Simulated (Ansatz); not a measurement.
# Al₂Br₂F₂H₂: up Jacob's ladder to CCSD(T)

One table from this session's results is given with a row withheld; the runs are named, their logs left out.

Program: Ansatz 0.2.0, Gaussian basis. Level of theory: functionals in def2-TZVPP, the program's frozen cores in correlated methods. These are calculated values, not measurements.

Plan: LDA (SPW92), PBE-D4, revPBE-D4, BLYP-D4, r2SCAN-D4, B97M-V, PBE0-D4, B3LYP-D4, r2SCANh-D4, r2SCAN0-D4, HSE06-D4, BHLYP-D4, CAM-B3LYP-D4, LC-ωPBE, ωB97X-V, ωB97M-V, B2PLYP, PBE-QIDH; CCSD(T)/def2-SVP; MP2/def2-TZVPP; MP2/def2-QZVPP; RPA on PBE.

## Structure used throughout

The geometry comes from an earlier relaxation with PBE0-D4 in a triple-zeta def2 set; it is a stationary point, not always the lowest conformer.

SMILES `[F][Al@H-]1[Br+][Al@H-]([F])[Br+]1`, 8 atoms, charge 0, spin multiplicity 1.

Atoms are counted from 1 here; the program's logs count them from 0.

Bond lengths: F1–Al2 1.646 Å, Al2–Br3 2.441 Å, Al2–Br6 2.441 Å, Al2–H7 1.562 Å, Br3–Al4 2.441 Å, Al4–F5 1.646 Å, Al4–Br6 2.442 Å, Al4–H8 1.562 Å. Angles: F1–Al2–Br3 106.6°, F1–Al2–Br6 106.6°, F1–Al2–H7 123.1°, Br3–Al2–Br6 93.8°, Br3–Al2–H7 111.3°, Br6–Al2–H7 111.3°, Al2–Br3–Al4 86.3°, Br3–Al4–F5 106.6°, Br3–Al4–Br6 93.7°, Br3–Al4–H8 111.3°, F5–Al4–Br6 106.6°, F5–Al4–H8 123.1°, Br6–Al4–H8 111.3°, Al2–Br6–Al4 86.2°.

Set-up of the first run:

Contents of in.yaml:

```yaml
crystal:
  periodic: [false, false, false]
  atoms:
    - {symbol: F, position_ang: [1.849958, -0.748403, 1.951933]}
    - {symbol: Al, position_ang: [1.542332, -0.533409, 0.349521]}
    - {symbol: Br, position_ang: [-0.556609, -1.688486, -0.120403]}
    - {symbol: Al, position_ang: [-1.542347, 0.533367, -0.349547]}
    - {symbol: F, position_ang: [-1.851262, 0.748778, -1.951651]}
    - {symbol: Br, position_ang: [0.556946, 1.688449, 0.119347]}
    - {symbol: H, position_ang: [2.601785, -0.802947, -0.766317]}
    - {symbol: H, position_ang: [-2.600803, 0.802652, 0.767117]}
basis:
  gaussian: {orbitals: def2-TZVPP}
hamiltonian: {xc: lda}
output: {orbitals: {seedname: orbitals}}
```

Launch:

```
$ ansatz run in.yaml --threads 4 --pin off --events-out ev --progress --plain --max-ram 11315MiB
```

Steps of the session up to this table: LDA; PBE-D4 (GGA); revPBE-D4 (GGA); BLYP-D4 (GGA); r2SCAN-D4 (meta-GGA); B97M-V (meta-GGA); PBE0-D4 (hybrid); B3LYP-D4 (hybrid); r2SCANh-D4 (hybrid); r2SCAN0-D4 (hybrid); HSE06-D4 (hybrid); BHLYP-D4 (hybrid); CAM-B3LYP-D4 (range-separated); LC-ωPBE (range-separated); ωB97X-V (range-separated); ωB97M-V (range-separated); B2PLYP (double hybrid); PBE-QIDH (double hybrid).

One of the session's tables, all rows but one given; the rest of the session is left out.

It belongs to the step «Frontier levels by functional». 

```
  functional  HOMO (eV)  gap (eV)
 LDA (SPW92)      -7.95      6.29
      PBE-D4      -7.86      6.50
   revPBE-D4      -7.82      6.60
     BLYP-D4      -7.74      6.54
   r2SCAN-D4      -8.21      7.26
      B97M-V      -8.27      7.21
     PBE0-D4      -9.16      8.58
    B3LYP-D4      -8.95      8.18
  r2SCANh-D4          ?         ?
  r2SCAN0-D4      -9.39      9.05
    HSE06-D4      -8.76      7.82
    BHLYP-D4     -10.37     10.59
CAM-B3LYP-D4     -10.52     10.89
     LC-ωPBE     -11.87     13.37
     ωB97X-V     -11.52     12.88
     ωB97M-V     -11.31     12.38
```

Estimate the missing values for r2SCANh-D4.

Worked estimate for «HOMO (eV)». Against the share of exact exchange, r2SCAN-D4 (0, -8.21), r2SCAN0-D4 (0.25, -9.39) give a slope of -4.72 per unit share; at 0.1 the line stands at -8.68.

As computed: HOMO (eV): -8.68; gap (eV): 7.98. In «HOMO (eV)» the line misses by 0.00.
